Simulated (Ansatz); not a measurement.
# BClH6Si2: the cost of one run

Program: Ansatz 0.2.0 through its Python package. Level of theory: B3LYP/def2-SVP. These are calculated values, not measurements.

## 1. Starting point

Bond lengths: Si1–B2 1.873 Å, B2–Si3 1.910 Å, Si3–Cl4 2.164 Å, Si1–H5 1.502 Å, Si1–H6 1.516 Å, Si1–H7 1.489 Å, B2–H8 1.151 Å, Si3–H9 1.485 Å, Si3–H10 1.509 Å. Angles (14 of 15 angles, heavy atoms first): Si1–B2–Si3 119.3°, B2–Si3–Cl4 111.2°, Si1–B2–H8 121.7°, Si3–B2–H8 119.0°, B2–Si1–H5 111.6°, B2–Si1–H6 111.4°, B2–Si1–H7 111.5°, B2–Si3–H9 112.1°, B2–Si3–H10 110.5°, Cl4–Si3–H9 108.4°, Cl4–Si3–H10 107.7°, H5–Si1–H6 107.2°, H5–Si1–H7 108.2°, H6–Si1–H7 106.7°.

No structure file is read: the coordinates are typed or built in the script.

## 2. The code

bclh6si2_field.py

```python
'''Dipole of BClH6Si2 in the field of point charges.'''

import ansatz as az
import numpy as np

GEOMETRY = '''
Si   -1.42450    0.49660   -0.70900
B    -0.26300   -0.75980    0.05210
Si    1.41460   -0.17550    0.75310
Cl    3.06700   -1.11760   -0.27980
H    -2.68440   -0.14910   -1.20980
H    -1.83210    1.55500    0.29650
H    -0.78540    1.21290   -1.84720
H    -0.51670   -1.88260    0.07630
H     1.57990    1.29670    0.65480
H     1.52780   -0.52770    2.21580
'''

molecule = az.Crystal.molecule()
for line in GEOMETRY.strip().splitlines():
    symbol, *xyz = line.split()
    molecule = molecule.atom(symbol, [float(v) for v in xyz])

job = molecule.calculation().basis(gaussian='def2-SVP').functional('B3LYP').forces()
# charges +q and -q at -R and +R make a nearly even field 2 k q / R^2 at the centre
centre = np.mean([site.position_ang for site in molecule.cartesian_sites], axis=0)
field = 2 * 14.399645 * 4.0 / 40.0 ** 2


def dipole(axis, sign):
    arm = 40.0 * np.eye(3)[axis]
    pair = [{'charge': sign * 4.0, 'position_ang': (centre - arm).tolist()}, {'charge': -sign * 4.0, 'position_ang': (centre + arm).tolist()}]
    deck = job.input().set(az.key.basis.gaussian.point_charges, pair)
    return np.array(az.Session.from_dict(deck).plan().execute().report['charge_distribution']['dipole_moment_e_ang'])


print(f'field {field:.4f} V/A')
alpha = np.array([(dipole(axis, 1) - dipole(axis, -1)) / (2 * field) * 14.399645 for axis in range(3)])
print('polarisability tensor (A^3)')
print(np.array2string(alpha, precision=3, suppress_small=True))
print(f'mean {np.trace(alpha) / 3:.3f} A^3 = {np.trace(alpha) / 3 / 0.14818471:.2f} bohr^3')
```

## 3. The calls as engine input

The engine receives this input (first run):

```yaml
crystal:
  periodic: [false, false, false]
  atoms:
    - { symbol: Si, position_ang: [-1.4245, 0.4966, -0.709] }
    - { symbol: B, position_ang: [-0.263, -0.7598, 0.0521] }
    - { symbol: Si, position_ang: [1.4146, -0.1755, 0.7531] }
    - { symbol: Cl, position_ang: [3.067, -1.1176, -0.2798] }
    - { symbol: H, position_ang: [-2.6844, -0.1491, -1.2098] }
    - { symbol: H, position_ang: [-1.8321, 1.555, 0.2965] }
    - { symbol: H, position_ang: [-0.7854, 1.2129, -1.8472] }
    - { symbol: H, position_ang: [-0.5167, -1.8826, 0.0763] }
    - { symbol: H, position_ang: [1.5799, 1.2967, 0.6548] }
    - { symbol: H, position_ang: [1.5278, -0.5277, 2.2158] }
basis:
  gaussian:
    orbitals: def2-SVP
    point_charges:
      - { charge: 4.0, position_ang: [-39.99168, -0.005110000000000003, 0.0002800000000000136] }
      - { charge: -4.0, position_ang: [40.00832, -0.005110000000000003, 0.0002800000000000136] }
hamiltonian:
  xc: b3lyp
output:
  forces: true
```

## 4. Running it

Launch:

```sh
python bclh6si2_field.py
```

**Question.** How long does this script take on 1 thread of Arm Neoverse V2, shared host, and how much memory does it need?

About 22 s, with a peak of 0.26 GiB.
